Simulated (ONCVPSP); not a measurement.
# Cu: the cost of one run

Method: ONCVPSP 4.0.1.1 (patched build), LDA (Perdew-Wang 92), scalar-relativistic.

**1. The atom and the settings**

The settings as typed:

| Quantity | Value |
| --- | --- |
| element | copper (Cu, Z = 29) |
| type | optimised norm-conserving Vanderbilt (ONCV) |
| frozen core | [Ne] |
| valence charge | 19 |
| reference configuration | 3s2 3p6 3d10 (charge +1) |
| partial waves | 3s: rc 0.95 bohr, ncon 4, nbas 9, qcut 14.2 1/bohr, 3 projectors, debl 1.4 Ha; 3p: rc 1.00 bohr, ncon 4, nbas 7, qcut 11.6 1/bohr, 2 projectors, debl 3.2 Ha; 3d: rc 0.95 bohr, ncon 4, nbas 8, qcut 19.1 1/bohr, 2 projectors, debl 0.6 Ha |
| local potential | polynomial inside 0.75 bohr (lpopt 5, dvloc0 6 Ha) |
| core correction | Teter function, fcfact 2.75, rcfact 1.7 |

The nodes and maxima of the atom's own shells, from an earlier all-electron run, set the scale for the radii.

All-electron outer shells of the reference configuration (LDA (PZ), scalar-relativistic, ld1.x):

```csv
shell,level (eV),outermost node (bohr),outermost maximum (bohr)
3s,-122.84,0.29,0.61
3p,-80.75,0.26,0.62
3d,-14.01,–,0.60
4s,-12.16,0.89,2.11
4p,-6.63,0.97,2.74
```

**2. The generation run**

File Cu.dat:

```
# ATOM AND REFERENCE CONFIGURATION
# atsym  z   nc   nv     iexc    psfile
  Cu 29.00    3    3  -001012      upf
#
#   n    l    f
    1    0    2.00
    2    0    2.00
    2    1    6.00
    3    0    2.00
    3    1    6.00
    3    2   10.00
#
# PSEUDOPOTENTIAL AND OPTIMIZATION
# lmax
    2
#
#   l,   rc,      ep,       ncon, nbas, qcut
    0    0.95    0.00    4    9   14.20
    1    1.00    0.00    4    7   11.60
    2    0.95    0.00    4    8   19.10
#
# LOCAL POTENTIAL
# lloc, lpopt,  rc(5),   dvloc0
    4    5    0.75    6.00
#
# VANDERBILT-KLEINMAN-BYLANDER PROJECTORs
# l, nproj, debl
    0    3    1.40
    1    2    3.20
    2    2    0.60
#
# MODEL CORE CHARGE
# icmod, fcfact, rcfact
    3    2.75    1.70
#
# LOG DERIVATIVE ANALYSIS
# epsh1, epsh2, depsh
   -6.00    5.00    0.04
#
# OUTPUT GRID
# rlmax, drl
    6.00    0.01
#
# TEST CONFIGURATIONS
# ncnf
    4
# nvcnf
#   n    l    f
    4
    3    0    2.00
    3    1    6.00
    3    2   10.00
    4    0    1.00
#
    3
    3    0    2.00
    3    1    6.00
    3    2    9.00
#
    3
    3    0    2.00
    3    1    6.00
    3    2    8.00
#
    4
    3    0    1.00
    3    1    6.00
    3    2   10.00
    4    0    1.00
#
```

Started as:

```sh
$ oncvpsp.x < Cu.dat > Cu.out
```

**Question.** How long does this run take on 1 thread of Neoverse-N1, shared host?

About 6.8 s.
